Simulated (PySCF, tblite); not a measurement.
# C₄H₂F₅O−: geometry, infrared bands and NMR shifts

Wanted: the infrared bands and NMR shifts of C₄H₂F₅O− (`[O-][C@@]1(C(F)(F)F)CC1(F)F`), by calculation.

Programs: tblite 0.8.0 and PySCF 2.14.0, with density-fitted response routines of our own. Each step states its level of theory. These are calculated values for one molecule in the gas phase, unless marked as measured. Atoms are numbered from 0 throughout.

### 1 Starting geometry

12 atoms, charge -1, multiplicity 1; geometry from: force field or distance geometry start.

Bonds of the start (Å): O0–C1 1.37, C1–C2 1.53, C2–F3 1.37, C2–F4 1.36, C2–F5 1.39, C1–C6 1.49, C6–C7 1.51, C7–F8 1.37, C7–F9 1.39, C7–C1 1.52, C6–H10 1.10, C6–H11 1.09.

### 2 Relaxing the molecule with GFN2-xTB

Job settings and geometry (Å):

```
{"job": {"kind": "relax", "xc": "GFN2-xTB", "basis": "xTB"}, "charge": -1, "multiplicity": 1}
O      0.204200     0.488700    -1.875400
C      0.095300     0.226500    -0.531700
C      1.427800    -0.053600     0.173600
F      1.225800    -0.301000     1.507100
F      2.288100     0.976400    -0.021000
F      1.973000    -1.200700    -0.392900
C     -0.999200     0.770300     0.322100
C     -1.054200    -0.680900    -0.106400
F     -0.686500    -1.689900     0.745900
F     -1.984700    -0.922100    -1.104200
H     -0.790400     0.915700     1.395600
H     -1.698100     1.470000    -0.138900
```

Command:

```bash
$ OMP_NUM_THREADS=1 python probes_run.py task.json out
```

One launch serves the whole session: the jobs run in the order shown.

**Question.** This job is followed by: GFN2-xTB harmonic vibrations, gas phase; GIAO PBE0/pcSseg-1 NMR shielding, non-relativistic, gas phase. Predict these results of the whole session: strongest single infrared mode (GFN2-xTB); zero-point energy (GFN2-xTB); 13C shifts against TMS (PBE0/pcSseg-1); 1H shifts against TMS (PBE0/pcSseg-1); 17O shifts against H2O (PBE0/pcSseg-1); 19F shifts against CFCl3 (PBE0/pcSseg-1, means over atoms taken as alike).

The runs gave:

```
                                                                 quantity                         value
                                strongest single infrared mode (GFN2-xTB)         1470 cm⁻¹, 477 km/mol
                                             zero-point energy (GFN2-xTB)                 36.2 kcal/mol
                                   13C shifts against TMS (PBE0/pcSseg-1)  137.4, 131.0, 80.0, 25.9 ppm
                                    1H shifts against TMS (PBE0/pcSseg-1)               1.09, -0.02 ppm
                                   17O shifts against H2O (PBE0/pcSseg-1)                      56.7 ppm
19F shifts against CFCl3 (PBE0/pcSseg-1, means over atoms taken as alike)     -94.7, -151.6, -167.0 ppm
```

**Reading.** Relaxing lowered the energy by 0.866 eV in 19 steps; the close pair that moved most is O0–C1, from 1.373 to 1.270 Å. No mode is imaginary among the 30: a minimum at this level. The strongest single mode, at 1470 cm⁻¹, moves mainly C1. Unscaled tight-binding wavenumbers are off by several per cent, some by more. Its intensities can rank the bands wrongly. At PBE0/pcSseg-1: The largest span, 246 ppm, is at F9, where the paramagnetic term is -134 ppm.
